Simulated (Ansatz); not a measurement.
# F3Si: the cost of one run

Computed with Ansatz 0.2.0, driven from Python. Level of theory: PBE0/def2-SVP.

### Step 1. The structure

Bond lengths: F1–Si2 1.686 Å, Si2–F3 1.686 Å, Si2–F4 1.686 Å. Angles: F1–Si2–F3 109.5°, F1–Si2–F4 109.5°, F3–Si2–F4 109.5°.

No structure file is read: the coordinates are typed or built in the script.

### Step 2. The code

The input, freq_f3si.py:

```python
# -*- coding: utf-8 -*-
"""Harmonic frequencies of F3Si at its relaxed geometry."""

import itertools

import ansatz
from ase import Atoms
from ase.data import atomic_numbers, covalent_radii
import numpy as np

config = {
    "basis_set": "def2-SVP",
    "functional": "PBE0",
}

atoms = Atoms(["F", "Si", "F", "F"], positions=[
    [1.589, -0.0317, -0.1458],
    [0.0014, 0.0023, 0.4216],
    [-0.7685, 1.3912, -0.1455],
    [-0.822, -1.3618, -0.1303],
])
geometry = ansatz.Crystal.molecule_from_ase(atoms)

calc = (
    geometry.calculation()
    .basis(gaussian=config["basis_set"])  # atom-centred Gaussian functions
    .functional(config["functional"])
    .spin("collinear", total=1)  # spin-polarised run
)
symbols = [site.symbol for site in geometry.cartesian_sites]
start = np.array([site.position_ang for site in geometry.cartesian_sites], dtype=float)
summary = calc.relax(force_tolerance=0.003).run(threads=1).report
end = np.array(summary["positions_ang"])

# pairs closer than 1.2 times the sum of covalent radii, before or after
radius = [covalent_radii[atomic_numbers[s]] for s in symbols]
span = lambda where, i, j: np.linalg.norm(where[i] - where[j])
bonded = [(i, j) for i, j in itertools.combinations(range(len(symbols)), 2) if min(span(start, i, j), span(end, i, j)) < 1.2 * (radius[i] + radius[j])]
print("pair        before    after (A)")
for i, j in bonded:
    print(f"{symbols[i]}{i}-{symbols[j]}{j}".ljust(10), f"{span(start, i, j):8.4f} {span(end, i, j):8.4f}")

# same settings at the minimum
minimum = ansatz.Crystal.molecule()
for symbol, place in zip(symbols, end):
    minimum = minimum.atom(symbol, place.tolist())
vibrating = (
    minimum.calculation()
    .basis(gaussian=config["basis_set"])
    .functional(config["functional"])
    .spin("collinear", total=1)  # two spin channels
    .phonons(temperatures=(100, 500, 100))
)
vib = vibrating.run(threads=1).report["vibrations"]
sums = vib["harmonic_sums"]
modes = [m["omega_inv_cm"] for m in sums["modes_at_gamma"] if m["rigid_motion"] == "no"]
for number, w in enumerate(modes, start=1):
    print(f"mode {number:2d} {w:9.1f} 1/cm {w / 8065.544 * 1000:8.2f} meV")
print("imaginary modes:", sum(w < 0 for w in modes), " zero-point energy:", round(sums["zero_point_energy_ev"], 4), "eV")
print("T (K)   F_vib (eV)   S_vib (meV/K)   C_vib (meV/K)")
for row in zip(sums["temperatures_k"], sums["vibrational_free_energy_ev"], vib["entropy_ev_per_k"], vib["heat_capacity_ev_per_k"]):
    print(f"{row[0]:6.1f} {row[1]:11.4f} {1000 * row[2]:13.4f} {1000 * row[3]:15.4f}")
```

### Step 3. The input behind the calls

The package turns the script's settings into the engine's input (first run):

```yaml
crystal:
  periodic: [false, false, false]
  atoms:
    - { symbol: F, position_ang: [1.589, -0.0317, -0.1458] }
    - { symbol: Si, position_ang: [0.0014, 0.0023, 0.4216] }
    - { symbol: F, position_ang: [-0.7685, 1.3912, -0.1455] }
    - { symbol: F, position_ang: [-0.822, -1.3618, -0.1303] }
basis:
  gaussian:
    orbitals: def2-SVP
hamiltonian:
  xc: pbe0
magnetization:
  spin_polarized: true
  initial_magnetization: 1.0
relax:
  f_tol: 0.003
```

### Step 4. The run

Launch:

```sh
$ python freq_f3si.py
```

What time and memory should one allow on 1 thread of Arm Neoverse V1, shared host?

About 39 s, with a peak of 0.22 GiB.
